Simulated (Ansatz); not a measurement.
# SiAsH₃ (triplet): from Hartree-Fock to the top rungs, cc-pVDZ

An exercise on one series of results from a longer session: the logs are not shown, and one member is left open.

Method: cc-pVDZ, core rule «outside noble gas», up to 19 orbitals frozen; program: Ansatz 0.2.0, Gaussian basis.

The runs, in order: UHF; CCSD(T) on ROHF; CCSD(T) on UHF; BCCD(T) on ROHF; CISD; CCSDT(Q) on ROHF; CCSDT(Q) on UHF; CASSCF and NEVPT2, 12 electrons in 11 orbitals.

22 further runs of the same task are left out: 8 that didn't finish, 14 set aside as unsound or not needed.

## The geometry

The geometry is a PBE0/def2-TZVP stationary point (not a proven minimum). No spin-orbit coupling is included. The filled d shell of As may be among the frozen orbitals whatever the setting's name suggests; the logs give the count.

5 atoms, charge 0, spin multiplicity 3.

Atoms are counted from 1 here; the program's logs count them from 0.

Bond lengths: Si1–As2 2.358 Å, Si1–H3 1.494 Å, Si1–H4 1.494 Å, As2–H5 1.526 Å. Angles: As2–Si1–H3 110.1°, As2–Si1–H4 110.1°, H3–Si1–H4 107.4°, Si1–As2–H5 94.0°.

The first run:

in.yaml

```yaml
crystal:
  periodic: [false, false, false]
  atoms:
    - {symbol: Si, position_ang: [0.000000, -0.118182, 1.675460]}
    - {symbol: As, position_ang: [0.000000, 0.048814, -0.676359]}
    - {symbol: H, position_ang: [-1.203885, 0.563494, 2.239718]}
    - {symbol: H, position_ang: [1.203884, 0.563498, 2.239718]}
    - {symbol: H, position_ang: [0.000003, -1.462319, -0.890139]}
basis:
  gaussian: {orbitals: cc-pVDZ}
magnetization: {spin_polarized: true, initial_magnetization: 2}
hamiltonian: {xc: hf}
output: {orbitals: {seedname: orbitals}}
```

Run with:

```
ansatz run in.yaml --threads 1 --pin off --events-out ev --progress --plain --max-ram 2393MiB
```

Steps of the session up to this table: UHF; CCSD(T) on ROHF; CCSD(T) on UHF; BCCD(T) on ROHF; CISD; CCSDT(Q) on ROHF; CCSDT(Q) on UHF; CASSCF and NEVPT2, 12 electrons in 11 orbitals.

One table of the session follows, with a row left open; its other results are not shown here.

It belongs to the step «Misses and costs». 

```
        method  from UCCSDT(Q) (kJ/mol)
          ROHF                   +596.3
           UHF                   +583.1
          RMP2                   +124.0
          UMP2                   +124.8
          CISD                    +68.4
         RCCSD                    +20.2
         UCCSD                    +19.6
      RCCSD(T)                     +4.3
      UCCSD(T)                        ?
       BCCD(T)                     +4.2
        RCCSDT                     +1.1
        UCCSDT                     +0.8
     RCCSDT(Q)                     +0.3
     UCCSDT(Q)                        0
CASSCF valence                   +425.3
NEVPT2 valence                   +111.4
```

Estimate the missing values for UCCSD(T).

As computed: from UCCSDT(Q) (kJ/mol): +4.0. In the column «from UCCSDT(Q) (kJ/mol)» it lies between RCCSDT (+1.1) and BCCD(T) (+4.2).

With the free atoms at the same levels and basis (separate runs), the atomisation energy is 10.165 eV at UCCSDT(Q), 10.156 eV at RCCSD(T), 10.142 eV at UCCSD(T), 7.802 eV at ROHF.

Caveats from the session: Restricted and unrestricted rows rest on different reference determinants; where their highest levels disagree by more than a few hundredths of an eV, they describe different states and don't form one ladder.
